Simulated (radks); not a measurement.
# Taking charge from the 4f level of Tb⁷⁺ in fractions

Aim: follow energy and eigenvalue as charge leaves the 4f level of Tb⁷⁺ bit by bit, and test Janak's theorem, Slater's transition state and the straight-line condition.

Method: Dirac Kohn-Sham, BLYP, spin-unpolarised, spherical densities, point nucleus; open shells fill j = l - 1/2 first. Code: radks (a radial shooting solver on a logarithmic mesh, Libxc functionals) version 1.

## 1. Starting point

- element: terbium (Z = 65)
- charge: +7
- electrons: 58
- configuration: [Kr] 4d10 4f(5/2: 6, 7/2: 1) 5s2 5p3

A shell typed twice in an input gives the lower j, then the higher j.

## 2. Start: [Kr] 4d10 4f(5/2: 6, 7/2: 1) 5s2 5p3

Settings of this run:

```text
Z 65
configuration [Kr] 4d10 4f6 4f1 5s2 5p3
relativity Dirac
functional b88,lyp
spin unpolarised
j_filling energy
nucleus point
c 137.035999084
```

## 3. 0.1 electron removed from 4f

Settings of this run:

```text
Z 65
configuration [Kr] 4d10 4f6 4f0.9 5s2 5p3
relativity Dirac
functional b88,lyp
spin unpolarised
j_filling energy
nucleus point
c 137.035999084
```

## 4. 0.2 electron removed from 4f

Settings of this run:

```text
Z 65
configuration [Kr] 4d10 4f6 4f0.8 5s2 5p3
relativity Dirac
functional b88,lyp
spin unpolarised
j_filling energy
nucleus point
c 137.035999084
```

## 5. 0.3 electron removed from 4f

Settings of this run:

```text
Z 65
configuration [Kr] 4d10 4f6 4f0.7 5s2 5p3
relativity Dirac
functional b88,lyp
spin unpolarised
j_filling energy
nucleus point
c 137.035999084
```

## 6. 0.4 electron removed from 4f

Settings of this run:

```text
Z 65
configuration [Kr] 4d10 4f6 4f0.6 5s2 5p3
relativity Dirac
functional b88,lyp
spin unpolarised
j_filling energy
nucleus point
c 137.035999084
```

## 7. 0.5 electron removed from 4f

Settings of this run:

```text
Z 65
configuration [Kr] 4d10 4f6 4f0.5 5s2 5p3
relativity Dirac
functional b88,lyp
spin unpolarised
j_filling energy
nucleus point
c 137.035999084
```

## 8. 0.6 electron removed from 4f

Settings of this run:

```text
Z 65
configuration [Kr] 4d10 4f6 4f0.4 5s2 5p3
relativity Dirac
functional b88,lyp
spin unpolarised
j_filling energy
nucleus point
c 137.035999084
```

## 9. 0.7 electron removed from 4f

Settings of this run:

```text
Z 65
configuration [Kr] 4d10 4f6 4f0.3 5s2 5p3
relativity Dirac
functional b88,lyp
spin unpolarised
j_filling energy
nucleus point
c 137.035999084
```

## 10. 0.8 electron removed from 4f

Settings of this run:

```text
Z 65
configuration [Kr] 4d10 4f6 4f0.2 5s2 5p3
relativity Dirac
functional b88,lyp
spin unpolarised
j_filling energy
nucleus point
c 137.035999084
```

## 11. 0.9 electron removed from 4f

Settings of this run:

```text
Z 65
configuration [Kr] 4d10 4f6 4f0.1 5s2 5p3
relativity Dirac
functional b88,lyp
spin unpolarised
j_filling energy
nucleus point
c 137.035999084
```

## 12. 1 electron removed from 4f

Settings of this run:

```text
Z 65
configuration [Kr] 4d10 4f6 4f0 5s2 5p3
relativity Dirac
functional b88,lyp
spin unpolarised
j_filling energy
nucleus point
c 137.035999084
```

What does the calculation give? Wanted: for each run, removed; E − E(0); eigenvalue; E minus straight line.

As calculated:

```csv
removed (e),E − E(0) (eV),eigenvalue (eV),E minus straight line (eV)
0,0.000,-104.69,0.000
0.1,10.591,-107.13,-1.127
0.2,21.427,-109.60,-2.009
0.3,32.511,-112.08,-2.643
0.4,43.844,-114.58,-3.028
0.5,55.429,-117.10,-3.162
0.6,67.266,-119.64,-3.042
0.7,79.358,-122.20,-2.668
0.8,91.706,-124.77,-2.038
0.9,104.31,-127.37,-1.149
1,117.18,-129.98,0.000
```

In words: Removing the whole electron costs 117.18 eV, against 104.69 eV from minus the starting eigenvalue. Slater's transition state, half an electron removed, gives 117.10 eV. The trapezoid integral of minus the eigenvalue gives 117.18 eV over the range, against 117.18 eV from the energies (Janak's theorem). The eigenvalue moves by 25.3 eV per electron. E bends below the straight line by 3.16 eV at 0.5 electron removed: the delocalisation error of the functional.
